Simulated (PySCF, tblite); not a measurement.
**C4H8BF2O2 radical: geometry, infrared bands and EPR parameters**

Wanted: the infrared bands and EPR parameters of C4H8BF2O2 radical (`CO[C](O)CCB(F)F`), by calculation.

Computed with tblite 0.8.0 and PySCF 2.14.0, with density-fitted response routines of our own, on a single molecule in the gas phase. Atoms are numbered from 0 throughout.

## 1. The molecule as given

17 atoms, charge 0, multiplicity 2; geometry from: force field or distance geometry start.

Bonds of the start (Å): C0–O1 1.36, O1–C2 1.39, C2–O3 1.43, C2–C4 1.53, C4–C5 1.50, C5–B6 1.61, B6–F7 1.44, B6–F8 1.45, C0–H9 1.14, C0–H10 1.13, C0–H11 1.09, O3–H12 1.01, C4–H13 1.08, C4–H14 1.12, C5–H15 1.12, C5–H16 1.11.

## 2. Geometry optimisation with GFN2-xTB

Job settings and geometry (Å):

```
{"job": {"kind": "relax", "xc": "GFN2-xTB", "basis": "xTB"}, "charge": 0, "multiplicity": 2}
C     -2.643900     0.365000    -0.080300
O     -1.682400     0.730700     0.810300
C     -0.377600     0.723700     0.323700
O     -0.476900     0.925500    -1.084200
C      0.272600    -0.650700     0.458500
C      1.670800    -0.644900    -0.095200
B      2.608100     0.406900     0.677700
F      2.646700     1.805600     0.320300
F      3.855100    -0.133700     1.193200
H     -3.608000     0.833700     0.301600
H     -2.860400    -0.739800    -0.097000
H     -2.511100     0.686100    -1.110500
H     -0.625100    -0.004200    -1.443700
H      0.216400    -0.939200     1.495800
H     -0.326000    -1.298700    -0.237100
H      2.099100    -1.670900     0.030400
H      1.735600    -0.383100    -1.174300
```

The run is started by

```sh
$ OMP_NUM_THREADS=1 python probes_run.py task.json out
```

One launch serves the whole session: the jobs run in the order shown.

**Question.** This job is followed by: GFN2-xTB harmonic vibrations, gas phase; UKS B3LYP, pcH-1 on B C F H O, non-relativistic, mean-field spin-orbit, GIAO. What will the session give for the following? strongest single infrared mode (GFN2-xTB); zero-point energy (GFN2-xTB); g(iso) (B3LYP); ⟨S²⟩; largest a(iso) (averaged by class); potential on the surface of density 0.002 e/bohr³, 1st and 99th percentile.

The runs gave:

| quantity | value |
| --- | --- |
| strongest single infrared mode (GFN2-xTB) | 1317 cm⁻¹, 219 km/mol |
| zero-point energy (GFN2-xTB) | 77.9 kcal/mol |
| g(iso) (B3LYP) | 2.00425 |
| ⟨S²⟩ | 0.752 (exact 0.75) |
| largest a(iso) (averaged by class) | 13C on C2, 142.7 MHz |
| potential on the surface of density 0.002 e/bohr³, 1st and 99th percentile | -1.20 V and 2.25 V |

**Reading.** Relaxing lowered the energy by 2.497 eV in 231 steps; the close pair that moved most is B6–F8, from 1.454 to 1.346 Å. The frame itself reshapes: C2···B6 goes from 3.02 to 1.97 Å. No mode is imaginary among the 45: a minimum at this level. The strongest single mode, at 1317 cm⁻¹, has its largest shares on C2, H12 and O1 (the list is cut at 3 atoms). Unscaled tight-binding wavenumbers are off by several per cent, some by more. Its intensities can rank the bands wrongly. The largest share of the spin, 0.49 e, sits on C2. The isotropic g lies 1.9 ppt above the free-electron value.
